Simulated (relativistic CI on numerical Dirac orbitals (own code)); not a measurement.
# Cr²⁺: 3p photoemission with charge transfer

Aim: the 3p photoemission spectrum of Cr²⁺ in a cubic metal-ligand cluster, for 3 values of tenDq.

The numbers are computed with relativistic CI on numerical Dirac orbitals (own code) version 3 (charge-transfer multiplet model of a cubic metal-ligand cluster with up to 1 ligand holes, Slater and spin-orbit integrals from Dirac-Coulomb-Breit ions, Slater integrals scaled by 0.7), except any that are marked as measured or tabulated.

## 1. Starting point

```
ion                  : Cr²⁺ (Cr III)
nuclear charge       : 24
electrons            : 22
d electrons          : 4
ligand holes at most : 1
parameters           : in eV; Veg, Vt2g hoppings, tenDq and tenDqL metal and ligand splittings (negative tenDq: tetrahedral), red the scaling of hopping with a core hole
temperature          : 300 K
widths               : Lorentz 0.9 eV, Gauss 0.8 eV
```

## 2. tenDq = 1.25 eV

The run's settings:

```ini
cluster ion=Cr2+ d4 ligand_holes=1 slater_scale=0.7
Delta=5.4 Udd=6.4 Upd=8.2 tenDq=1.25 tenDqL=1 Veg=2.7 Vt2g=-1.17 red=1
spectrum xps 3p T=300 lorentz=0.9 gauss=0.8
```

On the command line:

```
> python run_levels.py task.json out
```

task.json lists these runs, among others, and the program works through them in turn.

## 3. tenDq = 0.65 eV

The run's settings:

```ini
cluster ion=Cr2+ d4 ligand_holes=1 slater_scale=0.7
Delta=5.4 Udd=6.4 Upd=8.2 tenDq=0.65 tenDqL=1 Veg=2.7 Vt2g=-1.17 red=1
spectrum xps 3p T=300 lorentz=0.9 gauss=0.8
```

## 4. tenDq = 2.15 eV

The run's settings:

```ini
cluster ion=Cr2+ d4 ligand_holes=1 slater_scale=0.7
Delta=5.4 Udd=6.4 Upd=8.2 tenDq=2.15 tenDqL=1 Veg=2.7 Vt2g=-1.17 red=1
spectrum xps 3p T=300 lorentz=0.9 gauss=0.8
```

(Steps that only read results are left out.)

Before running it: what results should come out? Wanted: d count; ground spin.

The runs gave:

| run | d count | weight without ligand hole | ground S | up to four highest peaks (% of the highest), eV from the first main peak |
| --- | --- | --- | --- | --- |
| tenDq = 1.25 eV | 4.27 | 0.73 | 1.99 | 0.0 (100), 2.8 (33), 4.3 (26), 13.5 (34) |
| tenDq = 0.65 eV | 4.28 | 0.72 | 2.00 | 0.0 (100), 2.8 (34), 6.3 (20), 13.4 (34) |
| tenDq = 2.15 eV | 4.27 | 0.73 | 1.00 | 0.0 (100), 3.7 (28), 6.6 (15), 11.7 (21) |

```
                           quantity         value
                            d count  4.27 to 4.28
ground spin (effective S from ⟨S²⟩)  1.00 to 2.00
```

From tenDq = 0.65 eV to tenDq = 2.15 eV the ground-state d count goes from 4.28 to 4.27. In the first run d4 holds 73 % of the ground state. The ground spin changes between the runs (2.00 to 1.00), and the line shape with it. The space is cut at the given number of ligand holes while the last configuration still holds over a tenth of the ground state. The cluster parameters are drawn, not fitted to a compound.
